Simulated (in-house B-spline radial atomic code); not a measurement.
# In¹⁰⁺: excited configurations

How much energy does it take to promote electrons of In¹⁰⁺ to other shells? Each configuration is solved by itself and compared with the reference.

Method: scalar-relativistic (spin-free one-electron X2C) BLYP, spin-polarised, spherical fractional occupations, Fermi nucleus, basis-set limit. Code: in-house B-spline radial atomic code version 1.

## 1. The system

```
element       : indium (Z = 49)
charge        : +10
electrons     : 39
configuration : [Kr] 4d3
Hamiltonian   : scalar-relativistic (X2C)
nucleus       : Fermi, rms radius 4.616 fm
```

The outer shells:

[Kr] 4d3
```
[Kr] core
4d [↑ ][↑ ][↑ ][  ][  ]
```

Where spins are not typed, each open shell is filled with up spins first.

Input settings:

```ini
Z = 49
electrons = 39.0
configuration = [Kr] 4d3
hamiltonian = x2c
method = b88,lyp
spin_polarised = True
nucleus = fermi
rms_radius = 4.6156
mass_number = 115
atomic_mass = 114.903878772
speed_of_light = 137.035999084
```

From the earlier run of the reference: total energy -5849.885289 hartree. Levels, eight at most:

| orbital | occupation | energy (eV) | <r> (bohr) |
| --- | --- | --- | --- |
| 3p down | 3 | -844.30 | 0.3459 |
| 3d up | 5 | -629.48 | 0.3228 |
| 3d down | 5 | -628.53 | 0.3226 |
| 4s up | 1 | -302.07 | 0.8070 |
| 4s down | 1 | -298.08 | 0.8063 |
| 4p up | 3 | -257.81 | 0.8528 |
| 4p down | 3 | -253.79 | 0.8528 |
| 4d up | 3 | -190.80 | 0.9420 |

## 2. 1s2 2s2 2p6 3s2 3p6 3d10 4s2 4p3,2 4d4,0

In configurations, two counts after a shell (as in p1,2) give the electrons with spin up and with spin down.

Input settings:

```ini
Z = 49
electrons = 39.0
configuration = 1s2 2s2 2p6 3s2 3p6 3d10 4s2 4p3,2 4d4,0
hamiltonian = x2c
method = b88,lyp
spin_polarised = True
nucleus = fermi
rms_radius = 4.6156
mass_number = 115
atomic_mass = 114.903878772
speed_of_light = 137.035999084
```

## 3. Configuration 1s2 2s2 2p6 3s2 3p6 3d4,5 4s2 4p6 4d3,0 4f0,1

Changes to the settings of step 2:

```diff
@@ -2,3 +2,3 @@
 electrons = 39.0
-configuration = 1s2 2s2 2p6 3s2 3p6 3d10 4s2 4p3,2 4d4,0
+configuration = 1s2 2s2 2p6 3s2 3p6 3d4,5 4s2 4p6 4d3,0 4f0,1
 hamiltonian = x2c
```

## 4. 1s2 2s2 2p6 3s2 3p6 3d10 4s2 4p6 4d0,2 5d1,0

Changes to the settings of step 3:

```diff
@@ -2,3 +2,3 @@
 electrons = 39.0
-configuration = 1s2 2s2 2p6 3s2 3p6 3d4,5 4s2 4p6 4d3,0 4f0,1
+configuration = 1s2 2s2 2p6 3s2 3p6 3d10 4s2 4p6 4d0,2 5d1,0
 hamiltonian = x2c
```

## 5. Configuration 1s2 2s2 2p6 3s2 3p6 3d10 4s2 4p6 4d0,2 5f1,0

Changes to the settings of step 4:

```diff
@@ -2,3 +2,3 @@
 electrons = 39.0
-configuration = 1s2 2s2 2p6 3s2 3p6 3d10 4s2 4p6 4d0,2 5d1,0
+configuration = 1s2 2s2 2p6 3s2 3p6 3d10 4s2 4p6 4d0,2 5f1,0
 hamiltonian = x2c
```

## 6. 1s2 2s2 2p6 3s2 3p6 3d10 4s2 4p6 4d2,1

Changes to the settings of step 5:

```diff
@@ -2,3 +2,3 @@
 electrons = 39.0
-configuration = 1s2 2s2 2p6 3s2 3p6 3d10 4s2 4p6 4d0,2 5f1,0
+configuration = 1s2 2s2 2p6 3s2 3p6 3d10 4s2 4p6 4d2,1
 hamiltonian = x2c
```

**Question.** How far above the reference does each configuration lie (order and size, in eV)?

**Answer**, as computed:

| net move | configuration | 2|M_S|+1 | energy above the reference (eV) | largest <r> (bohr) |
| --- | --- | --- | --- | --- |
| same shells, spins typed | 1s2 2s2 2p6 3s2 3p6 3d10 4s2 4p6 4d2,1 | 2 | 2.645 | 0.944 |
| 4p → 4d, spins typed | 1s2 2s2 2p6 3s2 3p6 3d10 4s2 4p3,2 4d4,0 | 6 | 61.724 | 0.938 |
| 4d → 5d, spins typed | 1s2 2s2 2p6 3s2 3p6 3d10 4s2 4p6 4d0,2 5d1,0 | 2 | 97.416 | 1.94 |
| 4d → 5f, spins typed | 1s2 2s2 2p6 3s2 3p6 3d10 4s2 4p6 4d0,2 5f1,0 | 2 | 122.33 | 2.27 |
| 3d → 4f, spins typed | 1s2 2s2 2p6 3s2 3p6 3d4,5 4s2 4p6 4d3,0 4f0,1 | 2 | 523.56 | 1.08 |

At the bottom stands same shells, spins typed (2.645 eV), at the top 3d → 4f, spins typed (523.56 eV). 1 of them lies more than 60 % above minus the reference's highest level (190.80 eV), in the range where a state can decay by emitting an electron. The reference has 2|M_S|+1 = 4; 5 of the configurations differ from it in spin. These are spherical averages at the typed spins, not spectroscopic levels.
